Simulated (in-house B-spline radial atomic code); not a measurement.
# Se¹⁷⁺: Hartree-Fock with and without relativity

Aim: what relativity does to the energy, levels and radii of Se¹⁷⁺.

Method: Hartree-Fock averaged over the configuration, non-relativistic (point nucleus) and Dirac-Coulomb (finite nucleus); spherical all-electron atom at the radial basis limit. Code: in-house B-spline radial atomic code version 1.

## (1) The atom as given

- element: selenium (Z = 34)
- charge: +17
- electrons: 17
- configuration: [Ne] 3s2 3p5
- nucleus: point (non-relativistic run); Fermi, rms radius 4.140 fm (Dirac runs)

The outer shells:

[Ne] 3s2 3p5
```
[Ne] core
3s [↑↓]
3p [↑↓][↑↓][↑ ]
```

The boxes draw the filling by Hund's rule, which heavy ions in jj coupling don't follow; these runs average over all states of the configuration.

## (2) Non-relativistic run

The run's settings:

```ini
Z = 34
electrons = 17.0
configuration = [Ne] 3s2 3p5
hamiltonian = nr
method = hf
spin_polarised = False
```

## (3) Dirac-Coulomb run

The run's settings:

```ini
Z = 34
electrons = 17.0
configuration = [Ne] 3s2 3p5
hamiltonian = dirac
method = hf
spin_polarised = False
nucleus = fermi
rms_radius = 4.14
mass_number = 80
atomic_mass = 79.916521761
speed_of_light = 137.035999084
```

## (4) Dirac-Coulomb run in the lowest jj configuration, 1s2 2s2 2p6 3s2 3p-2 3p+3

In configurations, a minus sign after the shell means j = l − 1/2 and a plus sign j = l + 1/2; the count of electrons follows.

Settings: those of step 3 with these lines changed.

```diff
@@ -2,3 +2,3 @@
 electrons = 17.0
-configuration = [Ne] 3s2 3p5
+configuration = 1s2 2s2 2p6 3s2 3p-2 3p+3
 hamiltonian = dirac
```

Before running: How much does each shell's level and mean radius change with the Dirac Hamiltonian, and the total energy?

The runs gave:

Levels and radii; the Dirac values are averaged over j with the occupations as weights.

| shell | ε non-rel. (eV) | ε Dirac (eV) | <r> non-rel. (bohr) | <r> Dirac (bohr) | change of <r> (%) |
| --- | --- | --- | --- | --- | --- |
| 1s | -13174.9 | -13379.1 | 0.04499 | 0.04407 | -2.03 |
| 2s | -2278.25 | -2325.61 | 0.1975 | 0.1933 | -2.11 |
| 2p | -2105.97 | -2117.70 | 0.1711 | 0.1694 | -0.99 |
| 3s | -756.58 | -767.90 | 0.5121 | 0.5045 | -1.49 |
| 3p | -694.83 | -698.37 | 0.5020 | 0.4986 | -0.68 |

What this shows: Relativity and the finite nucleus together change the total energy by -28.98 hartree (-1.3 %). First-order perturbation theory (mass-velocity plus Darwin) gives -27.44 hartree, which is 95 % of the full shift. 2s shrinks most on the average over j, by -2.11 %. Spin-orbit coupling splits the 3p level by 8.593 eV and the 2p level by 42.591 eV. The lowest jj configuration lies 2.786 eV below the average over the whole configuration. Breit terms add 1.14 hartree and QED terms 0.785 hartree.
